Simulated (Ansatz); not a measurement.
# ZrS: how the settings move a single-point run

How sensitive is a single-point run of ZrS to its settings? A reference run comes first, then one run with altered input.

Method: reference: DFT, PBEsol, PAW with Ansatz's default frozen-core files, scalar-relativistic, in Ansatz 0.2.0.

## (1) The system as given

It takes space group Fm-3m (No. 225, cubic). The conventional cell has a = 5.247 Å, b = 5.247 Å, c = 5.247 Å, α = 90.00°, β = 90.00°, γ = 90.00°. Zr (site symmetry m-3m) is surrounded by 6 S at 2.62 Å. Around S (site symmetry m-3m) lie 6 Zr at 2.62 Å.

As a file:

```xyz
2
Lattice="0.0000 2.6235 2.6235 2.6235 0.0000 2.6235 2.6235 2.6235 0.0000" Properties=species:S:1:pos:R:3 pbc="T T T"
Zr    0.0000    0.0000    0.0000
S     2.6235    2.6235    2.6235
```

## (2) Reference

input.yaml

```yaml
crystal:
  lattice:
    - [0.0, 2.623508, 2.623508]
    - [2.623508, 0.0, 2.623508]
    - [2.623508, 2.623508, 0.0]
  atoms:
    - { symbol: Zr, position: [0.0, 0.0, 0.0] }
    - { symbol: S, position: [0.5, 0.5, 0.5] }
kpoints:
  mp_grid: { grid: [10, 10, 10] }
scf:
  occupations: { method: fermi_dirac, width: 0.05 }
hamiltonian:
  xc: pbesol
  pseudopotentials: { kind: paw }
output:
  forces: true
  stress: true
  eigenvalues: true
  populations: true
```

Launch:

```
$ ansatz run input.yaml --threads 1 --pin off --max-ram 2048MiB --backend cpu --events-out ev --progress --plain --runs-dir out
```

## (3) Changing settings: occupations.method tetrahedron, width left out

input.yaml, as its differences from that of step 2:

```diff
@@ -11,3 +11,3 @@
 scf:
-  occupations: { method: fermi_dirac, width: 0.05 }
+  occupations: { method: tetrahedron }
 hamiltonian:
```

Q: Predict the outcome of this session. Wanted: for each run, ending; energy change; pressure; gap; force.

The runs gave:

```csv
run,ending,energy change,pressure (GPa),gap (eV),force (eV/Å),cycles,time
reference,converged,0,-6.2,0.00,0.00,6,0.88 s
"1: occupations.method tetrahedron, width left out",converged,+3.6 meV/atom (σ→0),-6.3,0.00,0.00,6,0.73 s
```

Residual by cycle in the longest SCF loop of each run; runs are numbered as in the table. The quantity is the density residual dr2, in eV.

```csv
cycle,reference,run 1
1,0.00692,0.00782
2,0.00284,0.00309
3,6.2e-5,5.5e-5
4,7.7e-6,8.8e-6
5,5.3e-7,5.8e-7
6,3.1e-8,3.8e-8
```

Changing the smearing moves the energy by +3.6 meV/atom (σ→0 values).
